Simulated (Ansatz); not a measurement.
# 2x2x5 LiF rock-salt block (Li₁₀F₁₀): the relaxed shape and its frontier levels

What does 2x2x5 LiF rock-salt block (Li₁₀F₁₀) look like as a singlet, and where do its frontier electrons sit?

Method: RKS PBE0-D4/def2-TZVP; program: Ansatz 0.2.0, Gaussian basis.

Levels to be run: relaxation at PBE-D4/def2-SVP; a single point at PBE0-D4/def2-TZVP.

3 further runs of the same task are left out: 3 that didn't finish. Runs told in other sessions of the task aren't counted.

## (1) Where the work starts

20 atoms, charge 0, spin multiplicity 1.

Atoms are counted from 1 here; the program's logs count them from 0.

Bond lengths: Li1–F2 1.709 Å, Li1–F6 1.801 Å, Li1–F11 1.798 Å, F2–Li3 1.655 Å, Li3–F4 1.654 Å, Li3–Li7 2.976 Å, Li3–Li9 2.984 Å, Li3–Li12 2.982 Å, Li3–Li14 2.993 Å, F4–Li5 1.709 Å, Li5–F10 1.805 Å, Li5–F15 1.800 Å, F6–Li7 1.686 Å, F6–Li16 1.801 Å, Li7–F8 1.655 Å, Li7–Li18 2.969 Å, F8–Li9 1.658 Å, Li9–F10 1.686 Å and more. Angles: F2–Li1–F6 110.8°, F2–Li1–F11 110.8°, F6–Li1–F11 96.5°, Li1–F2–Li3 144.9°, F2–Li3–F4 164.2°, F2–Li3–Li7 62.6°, F2–Li3–Li9 129.0°, F2–Li3–Li12 62.3°, F2–Li3–Li14 128.3°, F4–Li3–Li7 128.8°, F4–Li3–Li9 62.5°, F4–Li3–Li12 128.4°, F4–Li3–Li14 62.5°, Li7–Li3–Li9 66.7°, Li7–Li3–Li12 73.1°, Li7–Li3–Li14 107.9°, Li9–Li3–Li12 108.0°, Li9–Li3–Li14 72.7° and more.

The start is a GFN2-xTB geometry.

## (2) Relaxation at PBE-D4/def2-SVP

in.yaml reads:

```yaml
crystal:
  periodic: [false, false, false]
  atoms:
    - {symbol: Li, position_ang: [-0.839650, -0.845430, -3.161390]}
    - {symbol: F, position_ang: [-1.394910, -1.399360, -1.642570]}
    - {symbol: Li, position_ang: [-1.242690, -1.233500, -0.003290]}
    - {symbol: F, position_ang: [-1.402810, -1.398220, 1.634190]}
    - {symbol: Li, position_ang: [-0.848200, -0.853510, 3.156680]}
    - {symbol: F, position_ang: [-0.945550, 0.949550, -3.266910]}
    - {symbol: Li, position_ang: [-1.251810, 1.254220, -1.637400]}
    - {symbol: F, position_ang: [-1.421110, 1.432100, -0.001100]}
    - {symbol: Li, position_ang: [-1.245590, 1.258410, 1.638390]}
    - {symbol: F, position_ang: [-0.953140, 0.944980, 3.269430]}
    - {symbol: F, position_ang: [0.952930, -0.949020, -3.261940]}
    - {symbol: Li, position_ang: [1.254410, -1.258270, -1.633270]}
    - {symbol: F, position_ang: [1.430770, -1.419040, 0.001300]}
    - {symbol: Li, position_ang: [1.261330, -1.246900, 1.636780]}
    - {symbol: F, position_ang: [0.945960, -0.958030, 3.263670]}
    - {symbol: Li, position_ang: [0.849340, 0.848230, -3.159450]}
    - {symbol: F, position_ang: [1.399850, 1.406530, -1.638180]}
    - {symbol: Li, position_ang: [1.225260, 1.237200, -0.000680]}
    - {symbol: F, position_ang: [1.384780, 1.389950, 1.640960]}
    - {symbol: Li, position_ang: [0.840820, 0.840120, 3.164780]}
basis:
  gaussian: {orbitals: def2-SVP}
hamiltonian: {xc: pbe, dispersion: d4}
scf: {lower_state_search: "off"}
output: {orbitals: {seedname: orbitals}}
relax: {f_tol: 0.03, max_steps: 70}
```

On the command line:

```
$ ansatz run in.yaml --threads 4 --pin off --events-out ev --progress --plain --max-ram 6963MiB
```

Further steps of the session: Single point, PBE0-D4/def2-TZVP.

**Question.** What will the summary of the whole plan be? Wanted: point group; commonest bond; HOMO, LUMO at PBE0-D4/def2-TZVP; dipole at PBE-D4/def2-SVP.

The runs gave:

| quantity | value |
| --- | --- |
| point group | D2h |
| commonest bond | F–Li, 36 of mean length 1.880 Å |
| HOMO, LUMO at PBE0-D4/def2-TZVP | -9.48, -0.18 eV |
| dipole at PBE-D4/def2-SVP | 0.00 D |

The relaxation broke 0 and made 15 bonds, so the end is another structure than the start. No usable vibrations, so a minimum isn't proven. The HOMO lies nearest to 4 F atoms about 20 % each and the LUMO to 4 Li atoms about 9 % each. Whether this spin is the lowest isn't tested here.
